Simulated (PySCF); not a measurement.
# CrH₂⁺: structure of the doublet

The task is one start of a wider search on CrH₂⁺: the doublet, from a linear start. It is relaxed, tested by its Hessian and followed downhill if it is a saddle.

The runs use PySCF 2.14.0; PBE0, basis Cr def2-TZVP, H def2-TZVP, no relativity, density fitting.

## Step 1: The system as given

3 atoms, charge 1, spin multiplicity 2.

Bond lengths: Cr1–H2 1.509 Å, Cr1–H3 1.509 Å. Angles: H2–Cr1–H3 180.0°.

```xyz
3
charge 1 multiplicity 2
Cr    0.0000    0.0000    0.0000
H     0.0000    0.0000    1.5092
H     0.0000    0.0000   -1.5092
```

## Step 2: Relaxing the doublet from the linear start

One driver script runs all steps and calls PySCF; scf.py shows how it sets up the SCF of each step. The optimiser is the driver's own. Before each start the driver seeks the lowest SCF state from one or more starting densities and follows internal instabilities, so scf.py alone need not reach the same state.

The program finds D∞h symmetry in the start, which this walk keeps. The walk stops when the largest gradient is under 0.0003 Eh/bohr and the energy has settled too.

The input, scf.py:

```python
from pyscf import gto, scf, dft
mol = gto.M(atom='''
Cr     0.000000     0.000000     0.000000
H      0.000000     0.000000     1.509200
H      0.000000     0.000000    -1.509200''',
    basis={'Cr': 'def2-TZVP', 'H': 'def2-TZVP'},
    charge=1, spin=1)
mf = dft.UKS(mol, xc='PBE0')
mf.grids.atom_grid = (50, 194)
aux = {'Cr': 'def2-universal-JKFIT', 'H': 'def2-universal-JKFIT'}
mf = mf.density_fit(auxbasis=aux)
mf.kernel()
```

After this run come: Frequencies; Leaving the saddle point; Frequencies.

Q: Predict the outcome of this session. Wanted: minimum; geometry; wavenumbers; dipole moment; highest occupied, lowest empty level; polar-tensor charge of Cr1; zero-point energy; ⟨S²⟩.

As calculated:

```
                                          quantity                             value
                                           minimum   broken-symmetry (Ms = 1/2), C2v
                                          geometry  Cr–H 1.555 Å (×2); H–Cr–H 110.3°
                                wavenumbers (cm⁻¹)    611 (a1), 1940 (a1), 1948 (b2)
                    dipole moment (centre of mass)                            1.94 D
highest occupied, lowest empty level (either spin)                 -14.94, -10.54 eV
                        polar-tensor charge of Cr1                           +1.29 e
                                 zero-point energy                       26.9 kJ/mol
                               entropy at 298.15 K                   222.2 J/(mol K)
                                              ⟨S²⟩                             1.777
```

What this shows: From D∞h at the start the molecule goes to a C2v minimum, after a stop at a second-order saddle point 87.6 kJ/mol higher, from which it was pushed off along an imaginary mode. The determinant is spin-contaminated (⟨S²⟩ = 1.78 against 0.75), so it is no pure spin state. In the infrared the band at 611 cm⁻¹ (a1, bend) leads. Only this shape and spin were tried, so other structures or states may lie lower. One determinant may miss the lowest occupation of an open d or f shell.
